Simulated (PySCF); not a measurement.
**AlSe: bond curves at several levels of theory**

The task here is to estimate one member of a computed series from the others.

Computed with PySCF 2.14.0. Level: Al pcseg-1, Se pcseg-1, no relativity.

Set-up of the first run:

The job is set up so:

| Item | Value |
| --- | --- |
| atoms | Al, Se |
| charge | 0 |
| basis | Al pcseg-1, Se pcseg-1 |
| Hamiltonian | no relativity |
| basis functions | 45 |
| electrons treated | 47 |
| masses in u | 26.9815, 79.9165 |
| levels | PBE0, PBE, r²SCAN, r²SCANh, revPBE, r²SCAN0, ωB97X, HF, MP2, SCS-MP2, CCSD, CCSD(T) |
| grid | 80 radial by 434 angular points |
| occupations | held fixed by the projection of orbital angular momentum |
| dissociation limit | Al + Se, each in its ground configuration |
| starting distance in angstrom | 2.310 |
| values of 2S to try | 1, 3 |

Among the steps run: Set-up; First curve: PBE0; Excited determinants; PBE (GGA); r²SCAN (meta-GGA); r²SCANh; revPBE (GGA); r²SCAN0; ωB97X (range-separated hybrid); UHF (mean field); Correlated methods on the Hartree–Fock reference.

One table of the session follows, with a row left open; its other results are not shown here.

It belongs to the step «The curves together». Energy (eV) from each level's lowest point:

| R (Å) | UHF | UHF-MP2 | UHF-SCS-MP2 | UHF-CCSD | UHF-CCSD(T) |
| --- | --- | --- | --- | --- | --- |
| 1.867 | 1.180 | 1.340 | 1.351 | n/a | n/a |
| 1.954 | 0.487 | 0.590 | 0.601 | 0.612 | 0.643 |
| 2.041 | ? | ? | ? | ? | ? |
| 2.106 | 0.015 | 0.033 | 0.039 | 0.049 | 0.057 |
| 2.171 | 0.000 | 0.000 | 0.000 | 0.000 | 0.000 |
| 2.236 | 0.051 | 0.057 | 0.049 | 0.024 | 0.020 |
| 2.323 | 0.179 | 0.237 | 0.213 | 0.135 | 0.133 |
| 2.432 | 0.385 | 0.544 | 0.494 | 0.352 | 0.357 |
| 2.562 | 0.654 | 0.930 | 0.850 | 0.666 | 0.684 |
| 2.736 | 1.023 | 1.410 | 1.299 | n/a | n/a |

Q: Estimate the row for R (Å) = 2.041 from the others.

Worked estimate for «UHF». A straight line through the neighbours (1.954, 0.487) and (2.106, 0.015) gives 0.487 + (0.015 − 0.487) × (2.041 − 1.954) / (2.106 − 1.954) = 0.217; a parabola fitted to 4 rows on both sides gives 0.112.

As computed: UHF: 0.127; UHF-MP2: 0.177; UHF-SCS-MP2: 0.186; UHF-CCSD: 0.199; UHF-CCSD(T): 0.216. In «UHF» the line misses by +0.090 and the parabola by -0.015.

State 2 has its PBE0 minimum 0.47 eV higher. State 3 has its PBE0 minimum 2.67 eV higher. The other levels ran on the lowest alone.
